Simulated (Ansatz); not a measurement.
CH7ClGeSi, SMILES [CH3][GeH2][SiH2]Cl: an atomisation energy, run with Ansatz's Python interface.

Script `run_tae.py`:
```python
"""Energy to split CH7ClGeSi into its atoms."""

from collections import Counter
from dataclasses import dataclass
import logging
import sys

import ansatz as az

logging.basicConfig(stream=sys.stdout, format="%(levelname)s:%(name)s:%(message)s")
log = logging.getLogger("ch7clgesi")
log.setLevel(logging.INFO)


@dataclass(frozen=True)
class RunConfig:
    basis_set: str = "cc-pVDZ"
    functional: str = "CAM-B3LYP"


cfg = RunConfig()


def energy_of(molecule, charge=0, unpaired=0):
    calc = molecule.calculation().basis(gaussian=cfg.basis_set).functional(cfg.functional)
    if charge:
        calc = calc.charge(charge)
    if unpaired:
        calc = calc.spin("collinear", total=unpaired)
    report = calc.run(threads=1).report
    if report["published_state_doubts"]:
        print("  doubts:", report["published_state_doubts"])
    return report["free_energy_ev"]

GEOMETRY = """
C    -1.65310   -0.19160    0.34260
Ge    0.15260   -0.06800    0.89560
Si    1.47820    0.04950   -0.98770
Cl    1.07070    1.74770   -2.10220
H    -2.35570   -0.20700    1.20580
H    -1.85660   -1.03180   -0.29900
H    -1.92110    0.76340   -0.25330
H     0.54410   -1.31710    1.70800
H     0.37860    1.21410    1.81090
H     2.91970    0.14430   -0.53260
H     1.30800   -1.16040   -1.76760
"""

system = az.Crystal.molecule()
for line in GEOMETRY.strip().splitlines():
    symbol, *xyz = line.split()
    system = system.atom(symbol, [float(v) for v in xyz])

# unpaired electrons of the ground-state atoms
unpaired = {"C": 2, "Ge": 2, "Si": 2, "Cl": 1, "H": 1}
counts = Counter(site.symbol for site in system.cartesian_sites)
atom_energy = {s: energy_of(az.Crystal.molecule().atom(s, (0, 0, 0)), 0, unpaired[s]) for s in counts}
whole = energy_of(system, 0, 0)
for s, e in atom_energy.items():
    log.info(f"{s:2s} x{counts[s]}  {e:14.5f} eV")
log.info(f"CH7ClGeSi: {whole:.5f} eV")
split = sum(counts[s] * e for s, e in atom_energy.items()) - whole
log.info(f"atomisation energy (no zero-point term): {96.485332 * split:.1f} kJ/mol, {split / sum(counts.values()):.3f} eV an atom")
```

What does it cost to take this molecule apart into atoms?

3335.5 kJ/mol from the electronic energies, without the zero-point term.

What the script printed:

Output of `python run_tae.py`:
```text
INFO:ch7clgesi:C  x1     -1029.38945 eV
INFO:ch7clgesi:Ge x1    -56518.32195 eV
INFO:ch7clgesi:Si x1     -7874.24907 eV
INFO:ch7clgesi:Cl x1    -12521.51903 eV
INFO:ch7clgesi:H  x7       -13.54839 eV
INFO:ch7clgesi:CH7ClGeSi: -78072.88816 eV
INFO:ch7clgesi:atomisation energy (no zero-point term): 3335.5 kJ/mol, 3.143 eV an atom
```

Caveats:
- Total energies depend on the basis set; only differences at equal settings carry meaning.
- The geometry is a force-field or estimated start, not a minimum of this method, and the basis set is short of its limit. All parts are taken at fixed geometry, without zero-point energy.
- For Al to Cl the sets with a tight d function, cc-pV(X+d)Z, are usual.
- Wall time of the script: 8.2 s on 1 thread of Arm Neoverse V1 (shared host), peak memory 0.39 GiB.
